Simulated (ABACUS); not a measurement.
# BiTe (Fm-3m) in ABACUS: convergence with pw diag thr

Aim: find how far pw diag thr must go before the results for BiTe settle, at LDA. This setting moves, with any that are tied to it; all else stays.

All numbers are computed with ABACUS 3.10.1; they aren't measurements. Logs are shortened: lines on timing, memory, paths and dates and some standing lists are left out, and cuts for length are marked.

### 1 The crystal as given

Symmetry: Fm-3m, No. 225, cubic system. The conventional cell has a = 6.470 Å, b = 6.470 Å, c = 6.470 Å, α = 90.00°, β = 90.00°, γ = 90.00°. Around Bi (site symmetry m-3m) lie 6 Te at 3.23 Å. Around Te (site symmetry m-3m) lie 6 Bi at 3.23 Å.

### 2 With pw diag thr 0.1 Ry

Contents of INPUT:

```
INPUT_PARAMETERS
suffix              BiTe
calculation         scf
basis_type          pw
pseudo_dir          ./
symmetry            1
dft_functional      pz
ecutwfc             83
pseudo_rcut         10
nspin               1
nbands              20
ks_solver           dav
smearing_method     mp
smearing_sigma      0.00734986
scf_thr             1e-08
scf_nmax            100
mixing_type         broyden
mixing_beta         0.7
cal_force           1
cal_stress          1
pw_diag_thr         0.1
kpar                4
```

Contents of STRU:

```
ATOMIC_SPECIES
Bi 208.9804 Bi.upf
Te 127.6000 Te.upf

LATTICE_CONSTANT
1.8897261246

LATTICE_VECTORS
0.0000000000 3.2350000000 3.2350000000
3.2350000000 0.0000000000 3.2350000000
3.2350000000 3.2350000000 0.0000000000

ATOMIC_POSITIONS
Direct

Bi
0.0
1
0.0000000000 0.0000000000 0.0000000000 1 1 1

Te
0.0
1
0.5000000000 0.5000000000 0.5000000000 1 1 1
```

Contents of KPT:

```
K_POINTS
0
Gamma
6 6 6 0 0 0
```

Potentials or basis: PseudoDojo NC SR 0.4.1 LDA standard, plane waves.

Run with:

```console
$ OMP_NUM_THREADS=1 mpirun -np 4 abacus > log
```

Run time: 4.7 s. Hardware: 4 MPI ranks of AMD EPYC 9R45 (Zen 5), shared host; peak memory 0.48 GiB.

Results:

- Free energy: -5076.0068 eV
- Pressure: -2.6 GPa
- Band gap on the k mesh: none (metal or under the smearing width)

### 3 With pw diag thr 0.01 Ry

INPUT: that of step 2 with these lines changed.

```diff
@@ -20,3 +20,3 @@
 cal_stress          1
-pw_diag_thr         0.1
+pw_diag_thr         0.01
 kpar                4
```

STRU is that of step 2.

KPT is that of step 2.

Potentials or basis: PseudoDojo NC SR 0.4.1 LDA standard, plane waves.

Run with:

```console
$ OMP_NUM_THREADS=1 mpirun -np 4 abacus > log
```

It took 4.6 s on 4 MPI ranks of AMD EPYC 9R45 (Zen 5), shared host; peak memory 0.48 GiB.

Results:

```
Free energy            : -5076.0068 eV
Pressure               : -2.6 GPa
Band gap on the k mesh : none (metal or under the smearing width)
```

### 4 With pw diag thr 0.001 Ry

INPUT: that of step 3 with these lines changed.

```diff
@@ -20,3 +20,3 @@
 cal_stress          1
-pw_diag_thr         0.01
+pw_diag_thr         0.001
 kpar                4
```

STRU is that of step 3.

KPT is that of step 3.

Run with:

```console
$ OMP_NUM_THREADS=1 mpirun -np 4 abacus > log
```

Run time: 4.6 s. Hardware: 4 MPI ranks of AMD EPYC 9R45 (Zen 5), shared host; peak memory 0.48 GiB.

It converged, with:

- Free energy: -5076.0068 eV
- Pressure: -2.6 GPa
- Band gap on the k mesh: none (metal or under the smearing width)

### 5 With pw diag thr 0.0001 Ry

INPUT: that of step 4 with these lines changed.

```diff
@@ -20,3 +20,3 @@
 cal_stress          1
-pw_diag_thr         0.001
+pw_diag_thr         0.0001
 kpar                4
```

STRU is that of step 4.

KPT is that of step 4.

Run with:

```console
$ OMP_NUM_THREADS=1 mpirun -np 4 abacus > log
```

It took 4.2 s on 4 MPI ranks of AMD EPYC 9R45 (Zen 5), shared host; peak memory 0.48 GiB.

The run converged. Its results:

| Quantity | Value |
| --- | --- |
| Free energy | -5076.0068 eV |
| Pressure | -2.6 GPa |
| Band gap on the k mesh | none (metal or under the smearing width) |

### 6 With pw diag thr 1e-06 Ry

INPUT: that of step 5 with these lines changed.

```diff
@@ -20,3 +20,3 @@
 cal_stress          1
-pw_diag_thr         0.0001
+pw_diag_thr         1e-06
 kpar                4
```

STRU is that of step 5.

KPT is that of step 5.

Potentials or basis: PseudoDojo NC SR 0.4.1 LDA standard, plane waves.

Run with:

```console
$ OMP_NUM_THREADS=1 mpirun -np 4 abacus > log
```

running log:

```text
ABACUS v3.10.1

               Atomic-orbital Based Ab-initio Computation at UStc

 ------------------------------------------------------------------------------------

 READING GENERAL INFORMATION
                           global_out_dir = OUT.BiTe/
                           global_in_card = INPUT
                               pseudo_dir = ./
                              orbital_dir =
                                    DSIZE = 4
                                    GSIZE = 1

 READING UNITCELL INFORMATION
                                    ntype = 2
                  lattice constant (Bohr) = 1.88973
              lattice constant (Angstrom) = 1

 READING ATOM TYPE 1
                               atom label = Bi
                      L=0, number of zeta = 1
                      L=1, number of zeta = 1
                      L=2, number of zeta = 1
             number of atom for this type = 1

 READING ATOM TYPE 2
                               atom label = Te
                      L=0, number of zeta = 1
                      L=1, number of zeta = 1
                      L=2, number of zeta = 1
             number of atom for this type = 1

                        TOTAL ATOM NUMBER = 2
DIRECT COORDINATES
    atom                   x                   y                   z     mag                  vx                  vy                  vz
taud_Bi1            0.0000000000        0.0000000000        0.0000000000  0.0000        0.0000000000        0.0000000000        0.0000000000
taud_Te1            0.5000000000        0.5000000000        0.5000000000  0.0000        0.0000000000        0.0000000000        0.0000000000

                          Volume (Bohr^3) = 456.93
                             Volume (A^3) = 67.7099

[... 226 lines left out ...]
 E_KohnSham     -373.0769626268      -5075.9724842575
 E_Harris       -373.2545874386      -5078.3891938038
 E_Fermi        0.7061602560         9.6078031830
----------------------------------------------------------
[... 63 lines left out ...]
 Density error is 9.21925661704e-10
                          Error Threshold = 3.51791063049e-11
----------------------------------------------------------
     Energy           Rydberg                 eV
----------------------------------------------------------
 E_KohnSham     -373.0794872714      -5076.0068338101
 E_KS(sigma->0) -373.0794495301      -5076.0063203133
 E_Harris       -373.0795263622      -5076.0073656672
 E_band         -26.8356993353       -365.1184207748
 E_one_elec     -145.5499466911      -1980.3086185946
 E_Hartree      86.8644258048        1181.8511444435
 E_xc           -91.2405232431       -1241.3910046071
 E_Ewald        -223.1533299182      -3036.1568145615
 E_entropy(-TS) -0.0001132239        -0.0015404905
 E_descf        0.0000000000         0.0000000000
 E_exx          0.0000000000         0.0000000000
 E_Fermi        0.7009845701         9.5373843632
----------------------------------------------------------

 charge density convergence is achieved
 final etot is -5076.0068338 eV
 EFERMI = 9.5373843632 eV

 STATE ENERGY(eV) AND OCCUPATIONS    NSPIN == 1
 1/4 kpoint (Cartesian) = 0.0000 0.0000 0.0000 (5817 pws)
       1       -27.4254     0.00925926
       2       -27.4254     0.00925926
       3       -27.4235     0.00925926
       4       -27.4235     0.00925926
       5       -27.4235     0.00925926
       6       -13.3148     0.00925926
[... 78 lines left out ...]
      19        17.0054   -1.07980e-87
      20        17.5304   -1.15570e-87

------------------------------------------------------------------------------------------
 TOTAL-FORCE (eV/Angstrom)
------------------------------------------------------------------------------------------
                       Bi1         0.0000000000         0.0000000000         0.0000000000
                       Te1         0.0000000000         0.0000000000         0.0000000000
------------------------------------------------------------------------------------------

----------------------------------------------------------------
 TOTAL-STRESS (KBAR)
----------------------------------------------------------------
       -25.5850590091         0.0000000000         0.0000000000
        -0.0000000000       -25.5850590091         0.0000000000
        -0.0000000000         0.0000000000       -25.5850590091
----------------------------------------------------------------
 TOTAL-PRESSURE: -25.585059 KBAR

 --------------------------------------------
 !FINAL_ETOT_IS -5076.0068338101418703 eV
 --------------------------------------------
```

Run time: 4.5 s. Hardware: 4 MPI ranks of AMD EPYC 9R45 (Zen 5), shared host; peak memory 0.48 GiB.

What came out:

| Quantity | Value |
| --- | --- |
| Free energy | -5076.0068 eV |
| Pressure | -2.6 GPa |
| Band gap on the k mesh | none (metal or under the smearing width) |

### 7 The series at a glance

```tsv
pw diag thr	energy less the tightest run, at zero smearing (meV/atom)	SCF cycles	CPU time (s)
0.1 Ry	0.00	7	18
0.01 Ry	0.00	7	18
0.001 Ry	0.00	7	18
0.0001 Ry	0.00	7	17
1e-06 Ry	0.00	7	18
```

Against the tightest run, the energy stays within 1 meV/atom from 0.1 Ry on. The tightest run that finished is the yardstick and may itself not be fully converged.

Caveats: spin-orbit coupling is left out, which moves the levels of the heavy elements.
